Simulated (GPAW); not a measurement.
# Ti3S2 (R32) in GPAW: a series of runs

One crystal, Ti3S2, is run at these levels: LDA, r2SCAN; tasks: band structure, equation of state.

Everything below comes from runs of GPAW 26.7.0. Logs are shortened: lines on timing, memory, paths and dates and some standing lists are left out, and cuts for length are marked. The log counts tension as positive stress, the text compression.

### 1 The crystal as given

It takes space group R32 (No. 155, trigonal). Conventional cell: a = 5.426 Å, b = 5.426 Å, c = 9.713 Å, α = 90.00°, β = 90.00°, γ = 120.00°. Ti (site symmetry 2) is surrounded by 4 S at 2.42 to 2.44 Å. S (site symmetry 3) is surrounded by 6 Ti at 2.42 to 2.44 Å.

The cell comes from a database or a generator and needn't be the stable form of this composition.

### 2 Band structure, LDA

Input file run.py:

```python
from ase import Atoms
from ase.dft.bandgap import bandgap
from ase.io import write
from ase.units import GPa
from gpaw import GPAW, PW

atoms = Atoms(['Ti', 'Ti', 'Ti', 'S', 'S'],
              cell=[[2.7131139241, 1.5664170544, 3.2376184047],
                    [-2.7131139241, 1.5664170544, 3.2376184047],
                    [0.0, -3.1328341088, 3.2376184047]],
              scaled_positions=[[0.0, 0.335655, 0.664345],
                                [0.664345, 0.0, 0.335655],
                                [0.335655, 0.664345, 0.0],
                                [0.167839, 0.167839, 0.167839],
                                [0.832161, 0.832161, 0.832161]],
              pbc=True)

calc = GPAW(mode=PW(600),
            xc='LDA',
            kpts={'size': (5, 5, 5), 'gamma': True},
            occupations={'name': 'fermi-dirac', 'width': 0.05},
            nbands=44,
            convergence={'density': 1e-05, 'energy': 1e-05},
            maxiter=150,
            txt='gpaw.txt')
atoms.calc = calc
energy = atoms.get_potential_energy()
forces = atoms.get_forces()
stress = atoms.get_stress()
calc.write('gs.gpw')
write('result.traj', atoms)
print(f'Energy: {energy:.6f} eV')
print('Forces (eV/A):')
print(forces.round(4))
print('Stress (GPa):', (stress / GPa).round(3))
print('Fermi level:', round(calc.get_fermi_level(), 4), 'eV')
print(f'Gap: {bandgap(calc)[0]:.4f} eV, direct: {bandgap(calc, direct=True)[0]:.4f} eV')

path = atoms.cell.bandpath('GLB1,BZGX,QFP1Z,LP', npoints=60, eps=1e-4)
bs_calc = calc.fixed_density(kpts=path, symmetry='off', nbands=64,
                             convergence={'bands': 'CBM+6.0', 'eigenstates': 1e-6}, txt='bands.txt')
bs = bs_calc.band_structure()
bs.write('bs.json')
print(f'Gap on the path: {bandgap(bs_calc)[0]:.4f} eV')
```

Potentials or basis: the program's PAW data sets (release 1.2.1) made for this functional, pw.

Launch:

```sh
$ OMP_NUM_THREADS=1 python run.py
```

gpaw.txt:

```text
__  _  _
 | _ |_)|_||  |
 |__||  | ||/\| - 26.7.0

Input parameters:
  mode=PW(ecut=600.0),
  convergence={'density': 1e-05, 'energy': 1e-05},
  kpts=MonkhorstPack(size=(5, 5, 5), gamma=True),
  maxiter=150,
  nbands=44,
  occupations=Occupations(name='fermi-dirac', width=0.05),
  xc=XC(name='LDA')

Diagonalizing LCAO Hamiltonian
Converting LCAO to pw mode

          S

         Ti
       Ti     Ti

          S

Atoms  # Å, Bohr magnetons
|   | symbol |         x |         y |        z |    initial magnetic moments |
|---|--------|-----------|-----------|----------|-----------------------------|
| 0 |     Ti | -0.910670 | -1.555507 | 3.237618 | ( 0.0000,  0.0000,  0.0000) |
| 1 |     Ti |  1.802444 | -0.010910 | 3.237618 | ( 0.0000,  0.0000,  0.0000) |
| 2 |     Ti | -0.891773 |  1.566417 | 3.237618 | ( 0.0000,  0.0000,  0.0000) |
| 3 |      S |  0.000000 | -0.000000 | 1.630196 | ( 0.0000,  0.0000,  0.0000) |
| 4 |      S | -0.000000 | -0.000000 | 8.082659 | ( 0.0000,  0.0000,  0.0000) |

Unit cell  # Å
| periodic |         x |         y |        z |  lengths |    angles |
|----------|-----------|-----------|----------|----------|-----------|
|      yes |  2.713114 |  1.566417 | 3.237618 | 4.505199 | 74.057886 |
|      yes | -2.713114 |  1.566417 | 3.237618 | 4.505199 | 74.057886 |
|      yes |  0.000000 | -3.132834 | 3.237618 | 4.505199 | 74.057886 |

Number of symmetries: 6
Symmetry operations  # r_c * U_cc + t_c -> r_c
|   | kind |            matrix            |
|---|------|------------------------------|
| 0 |  E   |  1, 0, 0,  0, 1, 0,  0, 0, 1 |
| 1 |  C3  |  0, 1, 0,  0, 0, 1,  1, 0, 0 |
| 2 |  C3  |  0, 0, 1,  1, 0, 0,  0, 1, 0 |
| 3 |  C2  |  0, 0,-1,  0,-1, 0, -1, 0, 0 |
| 4 |  C2  |  0,-1, 0, -1, 0, 0,  0, 0,-1 |
| 5 |  C2  | -1, 0, 0,  0, 0,-1,  0,-1, 0 |

BZ-sampling:
  Number of BZ points: 125
  Number of IBZ points: 19

  Monkhorst-Pack size: [5, 5, 5]
  Monkhorst-Pack shift: [0, 0, 0]

K-points  # in reciprocal-cell coordinates
|     |                                coordinates |     weight |
|-----|--------------------------------------------|------------|
|   0 | (  0.00000000,   0.00000000,   0.00000000) | 0.00800000 |
|   1 | (  0.20000000,   0.00000000,  -0.20000000) | 0.04800000 |
|   2 | (  0.20000000,   0.00000000,   0.00000000) | 0.04800000 |
|   3 | (  0.20000000,   0.20000000,  -0.20000000) | 0.04800000 |
|   4 | (  0.20000000,   0.20000000,   0.00000000) | 0.04800000 |
|   5 | (  0.20000000,   0.20000000,   0.20000000) | 0.01600000 |
|   6 | (  0.40000000,  -0.20000000,  -0.20000000) | 0.04800000 |
|   7 | (  0.40000000,   0.00000000,  -0.40000000) | 0.04800000 |
|   8 | (  0.40000000,   0.00000000,  -0.20000000) | 0.09600000 |
|   9 | (  0.40000000,   0.00000000,   0.00000000) | 0.04800000 |
| ... |                                            |            |
|  18 | (  0.40000000,   0.40000000,   0.40000000) | 0.01600000 |

Plane wave coefficients: 2775
Cutoff: 600.0 eV

Spin-components: 1 (collinear spins)
Bands:           44
Projectors:      28
Spin-degeneracy: 2
Datatype:        complex128

Parallelization:
  kpt:    1
  domain: 1
  band:   1

Density:
  Valence electrons: 48.0
  Components: 1
  Grid points: [27 27 27]
  Charge: 0.0  # |e|

Potential:
  Grid points: [27 27 27]

species:
  Ti:
    name:    Titanium
    Z:       22.0
    valence: 12
    core:    10
    charge:  0.0  # [|e|]
    compensation charges:
      type: gauss
      rc: 0.38  # [Å]
      lmax: 2
    cutoffs:
      filter: 2.23  # [Å]
      core: 1.02  # [Å]
    projectors
    | kind |    occ | energy [eV] | rcut [Å] |
    |------|--------|-------------|----------|
    |   3s |  2.000 |     -62.257 |    1.270 |
    |   4s |  2.000 |      -4.593 |    1.270 |
    |   3p |  6.000 |     -38.791 |    1.058 |
    |   4p |  0.000 |      -1.536 |    1.058 |
    |   3d |  2.000 |      -4.463 |    1.058 |
    |    d |        |      22.748 |    1.058 |

    Using partial waves for Ti as LCAO basis

  S:
    name:    Sulfur
    Z:       16.0
    valence: 6
    core:    10
    charge:  0.0  # [|e|]
    compensation charges:
      type: gauss
      rc: 0.24  # [Å]
      lmax: 2
    cutoffs:
      filter: 1.77  # [Å]
      core: 1.66  # [Å]
    projectors
    | kind |    occ | energy [eV] | rcut [Å] |
    |------|--------|-------------|----------|
    |   3s |  2.000 |     -17.278 |    0.974 |
    |   3p |  4.000 |      -7.106 |    0.979 |
    |    s |        |       9.933 |    0.974 |
    |    p |        |      20.105 |    0.979 |
    |    d |        |       0.000 |    0.900 |

    Using partial waves for S as LCAO basis

Reference energy: -91171.015065  # eV

eigensolver:
  PPCG
  Converge bands: occupied
  niter=2

density mixing:
  MSR1-Mixer
  Pratt-step length: 0.05
  Maximum mixing coefficient: 0.75
  Old densities: 10
  SVD Regularization: 0.005
  Good broyden scale: 1.0
  Trust region scale: 1.0
  Backstep threshold: 4.0
  History deletion threshold: 6.0
  Fourier metric: weight=20.0, sigma=0.015

occupation numbers:
  Fermi-Dirac:
    width: 0.0500  # eV

poisson solver:
  ecut: 4800.0  # eV

xc functional:
  name: None

convergence criteria:
- Maximum integral of absolute [dens]ity change: 1e-05 electrons / valence electron
- Maximum [total energy] change in last 3 cyles: 1e-05 eV / valence electron
- Maximum integral of absolute [eigenst]ate change: 4e-08 eV^2 / valence electron
maximum number of iterations: 150

SCF iterations
|iter     | |      energy | eigst |  dens |
|---------|-|-------------|-------|-------|
|iter:   1| |  -37.312551 | +0.37 |       |
|iter:   2| |  -37.470454 | -1.31 | -1.37 |
|iter:   3| |-493676.048997 | +5.32 | -1.37 |
|iter:   4| |    9.577370 | +1.80 | +1.34 |
|iter:   5| |  -29.750883 | +1.35 | -0.43 |
|iter:   6| |  -37.373644 | -0.16 | -1.05 |
|iter:   7| |  -37.300246 | -1.90 | -1.60 |
|iter:   8| |  -37.169666 | -2.01 | -1.71 |
|iter:   9| |  -37.186936 | -2.85 | -2.31 |
|iter:  10| |  -37.182621 | -4.08 | -2.17 |
|iter:  11| |  -37.171068 | -3.60 | -2.22 |
|iter:  12| |  -37.168082 | -4.00 | -2.51 |
|iter:  13| |  -37.167459 | -4.71 | -2.84 |
|iter:  14| |  -37.167325 | -5.27 | -3.17 |
|iter:  15| |  -37.167309c| -5.99 | -3.58 |
|iter:  16| |  -37.167310c| -6.52 | -4.01 |
|iter:  17| |  -37.167310c| -7.71c| -5.50c|

Converged in 17 steps
Energy contributions relative to reference atoms: (reference = -91171.015065)

Energy contributions:
  Kinetic:          25.875732
  Coulomb:         -23.811645
  Zero:             -0.033545
  External:          0.000000
  Xc:              -39.188814
  Entropy:          -0.018075
  Spinorbit:         0.000000
  ----------------------------
  Free energy:     -37.176348
  Extrapolated:    -37.167310

dipole moment: (0.000000, -0.000000, -30.958026)  # |e|*Ang

Fermi level: 8.595
Eigenvalues  # (at kpt = [0.000, 0.000, 0.000])
| band index |      eig [eV] | occ [0-2] |
|------------|---------------|-----------|
|          0 |       -47.786 |     2.000 |
|        ... |               |           |
|         16 |         2.982 |     2.000 |
|         17 |         4.448 |     2.000 |
|         18 |         4.730 |     2.000 |
|         19 |         4.730 |     2.000 |
|         20 |         6.479 |     2.000 |
|         21 |         7.184 |     2.000 |
|         22 |         8.593 |     1.016 |
|         23 |         8.593 |     1.016 |
|         24 |         9.149 |     0.000 |
|         25 |         9.149 |     0.000 |
|         26 |        10.343 |     0.000 |
|         27 |        10.343 |     0.000 |
|         28 |        10.523 |     0.000 |
|         29 |        11.027 |     0.000 |
|         30 |        11.027 |     0.000 |
|         31 |        11.391 |     0.000 |
|        ... |               |           |
|         43 |        19.343 |     0.000 |

No gap
No difference between direct/indirect transitions

Forces  # eV/Ang
|        x |        y |        z |
|----------|----------|----------|
|  0.04292 | -0.07433 | -0.00000 |  # Ti   0
|  0.04292 |  0.07433 | -0.00000 |  # Ti   1
| -0.08583 |  0.00000 | -0.00000 |  # Ti   2
|  0.00000 |  0.00000 |  0.06123 |  # S    3
| -0.00000 |  0.00000 | -0.06123 |  # S    4

Stress tensor  # eV/Ang^3
|        x |         y |         z |
|----------|-----------|-----------|
| 0.046294 |  0.000000 |  0.000000 |
| 0.000000 |  0.046294 | -0.000000 |
| 0.000000 | -0.000000 |  0.054151 |

# Writing to gs.gpw (mode='')
```

Wall time 3.4 min (1 thread of Arm Neoverse V1, shared host); peak memory 0.46 GiB.

What came out:

```
Free energy             : -37.1763 eV
Pressure                : -7.8 GPa
Largest force           : 0.086 eV/Å
Band gap along the path : none (metal or under the smearing width)
```

Forces in eV/Å, atoms in the order of the input:
```
Ti   0.043 -0.074  0.000
Ti   0.043  0.074  0.000
Ti  -0.086  0.000  0.000
S    0.000  0.000  0.061
S    0.000  0.000 -0.061
```

Stress tensor (GPa, compression positive):
```
-7.42  0.00  0.00
 0.00 -7.42  0.00
 0.00  0.00 -8.68
```

Levels at the corners of the path, in eV from the Fermi level:
```csv
point,band 21,band 22,band 23,band 24,band 25,band 26,band 27,band 28
Γ,-2.12,-1.41,0.00,0.00,0.55,0.55,1.75,1.75
L,-0.91,-0.89,-0.67,-0.44,-0.15,0.81,1.26,1.35
B1,-1.02,-0.76,-0.52,-0.34,0.36,0.65,0.68,1.07
B,-1.02,-0.76,-0.52,-0.34,0.36,0.65,0.68,1.07
Z,-0.79,-0.17,-0.17,-0.06,0.29,0.29,0.79,0.79
Γ,-2.12,-1.41,0.00,0.00,0.55,0.55,1.75,1.75
X,-1.38,-1.07,-0.74,-0.26,0.27,0.66,1.32,1.57
Q,-1.38,-1.07,-0.74,-0.26,0.27,0.66,1.32,1.57
F,-1.45,-1.02,-0.68,-0.20,0.09,0.65,1.33,1.52
P1,-0.96,-0.70,-0.39,-0.26,0.30,0.57,0.65,1.01
Z,-0.79,-0.17,-0.17,-0.06,0.29,0.29,0.79,0.79
L,-0.91,-0.89,-0.67,-0.44,-0.15,0.81,1.26,1.35
P,-0.96,-0.70,-0.39,-0.26,0.30,0.57,0.65,1.01
```

### 3 Equation of state, LDA

Input file run.py:

```python
from ase import Atoms
from ase.eos import EquationOfState
from ase.io import Trajectory
from ase.units import GPa
from gpaw import GPAW, PW

atoms = Atoms(['Ti', 'Ti', 'Ti', 'S', 'S'],
              cell=[[2.7131139241, 1.5664170544, 3.2376184047],
                    [-2.7131139241, 1.5664170544, 3.2376184047],
                    [0.0, -3.1328341088, 3.2376184047]],
              scaled_positions=[[0.0, 0.335655, 0.664345],
                                [0.664345, 0.0, 0.335655],
                                [0.335655, 0.664345, 0.0],
                                [0.167839, 0.167839, 0.167839],
                                [0.832161, 0.832161, 0.832161]],
              pbc=True)

traj = Trajectory('eos.traj', 'w')
volumes, energies = [], []
for x in [0.94, 0.96, 0.98, 1.0, 1.02, 1.04, 1.06]:
    a = atoms.copy()
    a.set_cell(atoms.cell * x**(1 / 3), scale_atoms=True)
    calc = GPAW(mode=PW(600),
                xc='LDA',
                kpts={'size': (5, 5, 5), 'gamma': True},
                occupations={'name': 'fermi-dirac', 'width': 0.05},
                nbands=44,
                convergence={'density': 1e-05, 'energy': 1e-05},
                maxiter=150,
                txt=f'eos-{x:.2f}.txt')
    a.calc = calc
    energies.append(a.get_potential_energy(force_consistent=True))
    volumes.append(a.get_volume())
    p = -a.get_stress()[:3].mean() / GPa
    calc.write(f'eos-{x:.2f}.gpw')
    traj.write(a)
    print(f'{x:.2f} {volumes[-1]:10.4f} A^3 {energies[-1]:14.6f} eV {p:9.3f} GPa', flush=True)

v0, e0, B = EquationOfState(volumes, energies, eos='birchmurnaghan').fit()
print(f'V0 = {v0:.4f} A^3, E0 = {e0:.6f} eV, B0 = {B / GPa:.2f} GPa')
```

Potentials or basis: the program's PAW data sets (release 1.2.1) made for this functional, pw.

Launch:

```sh
$ OMP_NUM_THREADS=1 python run.py
```

Wall time 9.3 min (1 thread of Arm Neoverse V1, shared host); peak memory 0.39 GiB.

The run converged. Its results:

- Equilibrium volume: 15.63 Å³/atom
- Bulk modulus at fixed shape and positions: 150 GPa
- Pressure derivative of the bulk modulus: 4.6

Energy against volume, from the lowest point:
| volume (Å³/atom) | energy (meV/atom) |
| --- | --- |
| 15.521 | 0.00 |
| 15.851 | 0.93 |
| 16.181 | 8.00 |
| 16.511 | 20.45 |
| 16.842 | 37.59 |
| 17.172 | 59.06 |
| 17.502 | 84.32 |

Caveat: the cell was scaled at fixed shape and fractional positions, which overstates the stiffness of a crystal with free parameters, most of all of layers and chains.

### 4 Band structure, r2SCAN

Input file run.py:

```python
from ase import Atoms
from ase.dft.bandgap import bandgap
from ase.io import write
from ase.units import GPa
from gpaw import GPAW, PW

atoms = Atoms(['Ti', 'Ti', 'Ti', 'S', 'S'],
              cell=[[2.7131139241, 1.5664170544, 3.2376184047],
                    [-2.7131139241, 1.5664170544, 3.2376184047],
                    [0.0, -3.1328341088, 3.2376184047]],
              scaled_positions=[[0.0, 0.335655, 0.664345],
                                [0.664345, 0.0, 0.335655],
                                [0.335655, 0.664345, 0.0],
                                [0.167839, 0.167839, 0.167839],
                                [0.832161, 0.832161, 0.832161]],
              pbc=True)

calc = GPAW(mode=PW(600),
            xc='MGGA_X_R2SCAN+MGGA_C_R2SCAN',
            kpts={'size': (5, 5, 5), 'gamma': True},
            occupations={'name': 'fermi-dirac', 'width': 0.05},
            nbands=44,
            convergence={'density': 1e-05, 'energy': 1e-05},
            maxiter=150,
            txt='gpaw.txt')
atoms.calc = calc
energy = atoms.get_potential_energy()
forces = atoms.get_forces()
stress = atoms.get_stress()
calc.write('gs.gpw')
write('result.traj', atoms)
print(f'Energy: {energy:.6f} eV')
print('Forces (eV/A):')
print(forces.round(4))
print('Stress (GPa):', (stress / GPa).round(3))
print('Fermi level:', round(calc.get_fermi_level(), 4), 'eV')
print(f'Gap: {bandgap(calc)[0]:.4f} eV, direct: {bandgap(calc, direct=True)[0]:.4f} eV')

path = atoms.cell.bandpath('GLB1,BZGX,QFP1Z,LP', npoints=60, eps=1e-4)
bs_calc = calc.fixed_density(kpts=path, symmetry='off', nbands=64,
                             convergence={'bands': 'CBM+6.0', 'eigenstates': 1e-6}, txt='bands.txt')
bs = bs_calc.band_structure()
bs.write('bs.json')
print(f'Gap on the path: {bandgap(bs_calc)[0]:.4f} eV')
```

Potentials or basis: GPAW PAW data sets (gpaw-data 1.2.1), pw.

Launch:

```sh
$ OMP_NUM_THREADS=1 python run.py
```

It took 9.2 min on 1 thread of Arm Neoverse V1, shared host; peak memory 0.56 GiB.

It converged, with:

```
Free energy             : -55.1619 eV
Pressure                : -0.3 GPa
Largest force           : 0.053 eV/Å
Band gap along the path : none (metal or under the smearing width)
```

Forces on the atoms (eV/Å):
```
Ti   0.001 -0.001  0.000
Ti   0.001  0.001  0.000
Ti  -0.002  0.000  0.000
S    0.000  0.000  0.053
S    0.000  0.000 -0.053
```

Stress tensor (GPa, compression positive):
```
-0.28  0.00  0.00
 0.00 -0.28  0.00
 0.00  0.00 -0.38
```

Levels at the corners of the path, in eV from the Fermi level:
```tsv
point	band 20	band 21	band 22	band 23	band 24	band 25	band 26	band 27	band 28	band 29
Γ	-4.21	-2.29	-1.41	-0.06	-0.06	0.67	0.67	1.99	1.99	2.04
L	-3.54	-0.99	-0.96	-0.69	-0.48	-0.14	0.97	1.46	1.54	1.96
B1	-3.78	-1.07	-0.79	-0.55	-0.34	0.44	0.78	0.86	1.23	1.87
B	-3.78	-1.07	-0.79	-0.55	-0.34	0.44	0.78	0.86	1.23	1.87
Z	-4.39	-0.88	-0.15	-0.15	-0.04	0.38	0.38	0.96	0.96	2.03
Γ	-4.21	-2.29	-1.41	-0.06	-0.06	0.67	0.67	1.99	1.99	2.04
X	-3.43	-1.46	-1.09	-0.81	-0.30	0.34	0.83	1.52	1.70	1.75
Q	-3.43	-1.46	-1.09	-0.81	-0.30	0.34	0.83	1.52	1.70	1.75
F	-3.65	-1.51	-1.04	-0.75	-0.24	0.16	0.81	1.54	1.65	1.66
P1	-3.94	-1.01	-0.73	-0.41	-0.26	0.37	0.68	0.83	1.17	1.79
Z	-4.39	-0.88	-0.15	-0.15	-0.04	0.38	0.38	0.96	0.96	2.03
L	-3.54	-0.99	-0.96	-0.69	-0.48	-0.14	0.97	1.46	1.54	1.96
P	-3.94	-1.01	-0.73	-0.41	-0.26	0.37	0.68	0.83	1.17	1.79
```

Caveat: the PAW data sets were made with another functional, which shifts forces and pressure a little.

### 5 Overview

| task | level | potentials or basis | band path | band points | pressure (GPa) | largest force (eV/Å) |
| --- | --- | --- | --- | --- | --- | --- |
| band structure | LDA | the program's PAW data sets (release 1.2.1) made for this functional, pw | GLB1,BZGX,QFP1Z,LP | 60 | -7.8 | 0.09 |
| equation of state | LDA | the program's PAW data sets (release 1.2.1) made for this functional, pw | - | - | - | - |
| band structure | r2SCAN | GPAW PAW data sets (gpaw-data 1.2.1), pw | GLB1,BZGX,QFP1Z,LP | 60 | -0.3 | 0.05 |

Alike in all rows: no spin polarisation; cell as given; k mesh 5 × 5 × 5; cutoff (eV) 600; smearing fermi-dirac 0.05 eV.

Caveats: the cell was scaled at fixed shape and fractional positions, which overstates the stiffness of a crystal with free parameters, most of all of layers and chains (some runs); the PAW data sets were made with another functional, which shifts forces and pressure a little (some runs).

Total energies depend on the potentials used, so only differences within one code and one set of settings carry meaning.
